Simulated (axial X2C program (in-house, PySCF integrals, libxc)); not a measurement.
# A two-component session on TeCu: EOM-IP-CCSD levels

Aim: EOM-IP-CCSD levels of TeCu, with spin–orbit coupling in the Hamiltonian from the start.

Computed with an in-house X2C program for linear molecules on PySCF integrals. Level: two-component X2C with atomic mean-field terms, Te dyall-acv3z, Cu dyall-acv3z.

All values are calculated.

## 1. Input

Contents of task.json:

```json
{"zs": [52, 29], "q": 0, "bas": ["dyall-acv3z", "dyall-acv3z"], "r0": 2.43, "eom": "ip", "rq": -1, "thr": -1.0, "nmax": 95, "grid": [1, 0.96, 1.045, 0.92, 1.09, 1.15]}
```

Keys: zs atomic numbers; q charge; bas basis sets; r0 starting distance in Å; eom kind of EOM run; thr threshold in hartree for freezing inner shells (an s shell follows its p shell); nmax most natural virtual spinors; grid distances as factors.

On the command line:

```sh
python soeom.py task.json out
```

Nuclei are Gaussian, cores are contracted, and the Gaunt term is on.

## 2. EOM-IP-CCSD at 2.350 Å

Reference: the closed shell TeCu⁻; 18 electrons correlated, 84 virtual spinors; roots sought by Ω: 1/2: 4, 3/2: 3, 5/2: 1.

Output:

```text
two-component X2C + atomic mean field  HF
basis functions 261  fitting functions 1349  grid points 5803
iter        total energy     max residual
   1      -8440.824911851     2.78e-01
   2      -8440.865298752     2.09e-02
   3      -8440.861518485     3.50e-02
   4      -8440.871845275     2.33e-03
   5      -8440.872218757     1.50e-03
   6      -8440.872383039     1.13e-03
   7      -8440.872484857     6.43e-04
   8      -8440.872513028     1.69e-04
   9      -8440.872515070     3.44e-05
  10      -8440.872515210     2.58e-05
  11      -8440.872515287     1.54e-05
  12      -8440.872515309     8.22e-06
  13      -8440.872515315     3.36e-06
  14      -8440.872515315     1.22e-06
converged
one-electron -12316.00718859  Coulomb 3781.56317904  exact exchange -241.44940928  xc functional 0.00000000  nuclear repulsion 339.57414216  atomic mean-field constant -4.55323865
correlated 18  virtual 360  natural virtual 84  E(MP2) -0.717131816  MP2 remainder -0.103553941
iter   CCSD correlation   residual
   1     -0.512105937   2.85e-01
   2     -0.548933977   1.82e-01
   3     -0.554039804   4.33e-02
   4     -0.554287967   2.28e-02
   5     -0.554387923   1.17e-02
   6     -0.554681448   7.25e-03
   7     -0.554694603   4.12e-03
   8     -0.554605164   2.12e-03
   9     -0.554734049   1.12e-03
  10     -0.554684194   5.18e-04
  11     -0.554695795   2.55e-04
  12     -0.554697679   1.02e-04
  13     -0.554694760   4.91e-05
  14     -0.554694761   2.54e-05
  15     -0.554694447   1.53e-05
  16     -0.554694308   9.78e-06
  17     -0.554694238   6.04e-06
  18     -0.554694315   4.09e-06
  19     -0.554694268   2.83e-06
  20     -0.554694310   1.86e-06
  21     -0.554694279   1.02e-06
  22     -0.554694289   6.30e-07
(T) -0.025206492  T1 0.0465  D1 0.1174  max T2 0.064
EOM-IP-CCSD roots
2*Omega      energy/Eh   energy/eV  one-particle weight
    1       0.07895291      2.1484      0.932
    1       0.12751607      3.4699      0.936
    1       0.20042234      5.4538      0.885
    1       0.20715458      5.6370      0.887
    3       0.06456944      1.7570      0.936
    3       0.19417642      5.2838      0.890
    3       0.20299959      5.5239      0.888
    5       0.18953253      5.1574      0.891
```

T1 in the output is the amplitude norm over the root of the electron number; divide by √2 for the Lee–Taylor value.

| Ω | vertical IE (eV) | above lowest (cm⁻¹) | spinor | weight |
| --- | --- | --- | --- | --- |
| 3/2 | 1.757 | 0 | 79% Te pπ, 12% Cu pπ, 9% Cu dπ | 0.94 |
| 1/2 | 2.148 | 3160 | 77% Te pπ, 10% Cu pπ, 9% Cu dπ | 0.93 |
| 1/2 | 3.470 | 13820 | 62% Te pσ, 22% Cu sσ, 8% Cu dσ | 0.94 |
| 5/2 | 5.157 | 27430 | 100% Cu dδ | 0.89 |
| 3/2 | 5.284 | 28450 | 78% Cu dδ, 21% Cu dπ | 0.89 |
| 1/2 | 5.454 | 29820 | 67% Cu dσ, 19% Cu dπ, 8% Te pσ | 0.88 |
| 3/2 | 5.524 | 30380 | 76% Cu dπ, 22% Cu dδ | 0.89 |
| 1/2 | 5.637 | 31290 | 74% Cu dπ, 21% Cu dσ | 0.89 |

It took 20 s on 1 thread of Arm Neoverse V2, shared host; peak memory 1.1 GiB.

## 3. EOM-IP-CCSD at 2.256 Å

| Ω | vertical IE (eV) | above lowest (cm⁻¹) | spinor | weight |
| --- | --- | --- | --- | --- |
| 3/2 | 1.777 | 0 | 76% Te pπ, 14% Cu pπ, 9% Cu dπ | 0.94 |
| 1/2 | 2.163 | 3120 | 75% Te pπ, 11% Cu pπ, 10% Cu dπ | 0.93 |
| 1/2 | 3.486 | 13780 | 61% Te pσ, 22% Cu sσ, 9% Cu dσ | 0.94 |
| 5/2 | 5.157 | 27260 | 100% Cu dδ | 0.89 |
| 3/2 | 5.301 | 28420 | 88% Cu dδ, 11% Cu dπ | 0.89 |
| 1/2 | 5.549 | 30430 | 69% Cu dσ, 14% Cu dπ, 10% Te pσ | 0.89 |
| 3/2 | 5.603 | 30860 | 84% Cu dπ, 12% Cu dδ | 0.89 |
| 1/2 | 5.727 | 31860 | 78% Cu dπ, 16% Cu dσ | 0.89 |

Run time: 21 s. Hardware: 1 thread of Arm Neoverse V2, shared host; peak memory 1.1 GiB.

## 4. EOM-IP-CCSD at 2.456 Å

| Ω | vertical IE (eV) | above lowest (cm⁻¹) | spinor | weight |
| --- | --- | --- | --- | --- |
| 3/2 | 1.741 | 0 | 81% Te pπ, 11% Cu pπ, 8% Cu dπ | 0.93 |
| 1/2 | 2.136 | 3190 | 79% Te pπ, 8% Cu pπ, 7% Cu dπ | 0.93 |
| 1/2 | 3.444 | 13740 | 63% Te pσ, 22% Cu sσ, 6% Cu dσ | 0.93 |
| 5/2 | 5.179 | 27740 | 100% Cu dδ | 0.89 |
| 3/2 | 5.280 | 28550 | 63% Cu dδ, 36% Cu dπ | 0.89 |
| 1/2 | 5.385 | 29400 | 67% Cu dσ, 22% Cu dπ, 7% Te pσ | 0.88 |
| 3/2 | 5.487 | 30220 | 62% Cu dπ, 37% Cu dδ | 0.89 |
| 1/2 | 5.581 | 30970 | 72% Cu dπ, 24% Cu dσ | 0.89 |

It took 20 s on 1 thread of Arm Neoverse V2, shared host; peak memory 1.2 GiB.

## 5. EOM-IP-CCSD at 2.162 Å

| Ω | vertical IE (eV) | above lowest (cm⁻¹) | spinor | weight |
| --- | --- | --- | --- | --- |
| 3/2 | 1.801 | 0 | 74% Te pπ, 15% Cu pπ, 10% Cu dπ | 0.94 |
| 1/2 | 2.181 | 3070 | 72% Te pπ, 12% Cu pπ, 11% Cu dπ | 0.94 |
| 1/2 | 3.495 | 13660 | 60% Te pσ, 21% Cu sσ, 10% Cu dσ | 0.94 |
| 5/2 | 5.183 | 27280 | 100% Cu dδ | 0.89 |
| 3/2 | 5.339 | 28530 | 93% Cu dδ | 0.89 |
| 1/2 | 5.683 | 31310 | 72% Cu dσ, 11% Te pσ, 8% Cu dπ | 0.89 |
| 3/2 | 5.738 | 31750 | 89% Cu dπ, 6% Cu dδ | 0.89 |
| 1/2 | 5.870 | 32810 | 83% Cu dπ, 10% Cu dσ | 0.89 |

It took 18 s on 1 thread of Arm Neoverse V2, shared host; peak memory 1.2 GiB.

## 6. EOM-IP-CCSD at 2.562 Å

| Ω | vertical IE (eV) | above lowest (cm⁻¹) | spinor | weight |
| --- | --- | --- | --- | --- |
| 3/2 | 1.732 | 0 | 84% Te pπ, 9% Cu pπ, 7% Cu dπ | 0.93 |
| 1/2 | 2.129 | 3200 | 81% Te pπ, 7% Cu pπ, 7% Cu dπ | 0.93 |
| 1/2 | 3.412 | 13550 | 63% Te pσ, 23% Cu sσ | 0.93 |
| 5/2 | 5.214 | 28080 | 100% Cu dδ | 0.89 |
| 3/2 | 5.286 | 28670 | 50% Cu dπ, 49% Cu dδ | 0.89 |
| 1/2 | 5.349 | 29170 | 67% Cu dσ, 25% Cu dπ | 0.88 |
| 3/2 | 5.487 | 30290 | 52% Cu dδ, 48% Cu dπ | 0.89 |
| 1/2 | 5.557 | 30850 | 71% Cu dπ, 26% Cu dσ | 0.88 |

It took 20 s on 1 thread of Arm Neoverse V2, shared host; peak memory 1.2 GiB.

## 7. EOM-IP-CCSD at 2.703 Å

| Ω | vertical IE (eV) | above lowest (cm⁻¹) | spinor | weight |
| --- | --- | --- | --- | --- |
| 3/2 | 1.736 | 0 | 86% Te pπ, 7% Cu pπ | 0.93 |
| 1/2 | 2.132 | 3190 | 82% Te pπ | 0.93 |
| 1/2 | 3.364 | 13130 | 63% Te pσ, 24% Cu sσ | 0.93 |
| 5/2 | 5.264 | 28460 | 100% Cu dδ | 0.88 |
| 3/2 | 5.302 | 28760 | 64% Cu dπ, 35% Cu dδ | 0.88 |
| 1/2 | 5.331 | 28990 | 68% Cu dσ, 27% Cu dπ | 0.88 |
| 3/2 | 5.515 | 30470 | 65% Cu dδ, 35% Cu dπ | 0.88 |
| 1/2 | 5.554 | 30790 | 70% Cu dπ, 28% Cu dσ | 0.88 |

It took 20 s on 1 thread of Arm Neoverse V2, shared host; peak memory 1.2 GiB.

## 8. Curves of the states

Energies in eV from the lowest point of the lowest state; states are followed by energy order within each Ω.

| R (Å) | (1)Ω=3/2 | (1)Ω=1/2 | (2)Ω=1/2 | (1)Ω=5/2 | (2)Ω=3/2 | (3)Ω=1/2 | (3)Ω=3/2 | (4)Ω=1/2 |
| --- | --- | --- | --- | --- | --- | --- | --- | --- |
| 2.162 | 0.2976 | 0.6777 | 1.9915 | 3.6797 | 3.8354 | 4.1796 | 4.2343 | 4.3659 |
| 2.256 | 0.0791 | 0.4656 | 1.7876 | 3.4591 | 3.6027 | 3.8515 | 3.9049 | 4.0294 |
| 2.350 | 0.0000 | 0.3914 | 1.7129 | 3.4004 | 3.5268 | 3.6967 | 3.7669 | 3.8799 |
| 2.456 | 0.0231 | 0.4182 | 1.7269 | 3.4618 | 3.5629 | 3.6677 | 3.7697 | 3.8633 |
| 2.562 | 0.1239 | 0.5206 | 1.8037 | 3.6054 | 3.6780 | 3.7402 | 3.8789 | 3.9488 |
| 2.703 | 0.3314 | 0.7270 | 1.9592 | 3.8595 | 3.8972 | 3.9261 | 4.1097 | 4.1489 |

Constants where the minimum is well bracketed (masses 129.906 and 62.930 u):

| state | Te (cm⁻¹) | Re (Å) | ωe (cm⁻¹) |
| --- | --- | --- | --- |
| (1)Ω=3/2 | 0 | 2.377 | 247.2 |
| (1)Ω=1/2 | 3170 | 2.373 | 247.0 |
| (2)Ω=1/2 | 13810 | 2.383 | 225.2 |
| (1)Ω=5/2 | 27450 | 2.347 | 280.6 |
| (2)Ω=3/2 | 28460 | 2.366 | 261.9 |
| (3)Ω=1/2 | 29580 | 2.427 | 255.5 |
| (3)Ω=3/2 | 30280 | 2.399 | 280.5 |
| (4)Ω=1/2 | 31120 | 2.415 | 264.2 |

## 9. Outcome

```
                     quantity                            value
       lowest root at 2.350 Å                Ω = 3/2, 1.757 eV
next root led by one particle  Ω = 1/2, about 3160 cm⁻¹ higher
          T1 of the reference                            0.033
      lowest state, Re and ωe              2.377 Å, 247.2 cm⁻¹
```

**Reading.** Removing an electron from the reference determinant of TeCu⁻ costs 1.76 eV and empties a spinor of 79% Te pπ, 12% Cu pπ, 9% Cu dπ. Errors of 0.1 to 0.3 eV are usual at this size, and roots led by higher excitations are left out, so the list is incomplete, and low states of that kind can be missing. T1 or the largest double amplitude of the reference is raised, which lowers the reliability. The bond is 0.018 Å longer than in the closed-shell reference at CCSD (2.358 Å).
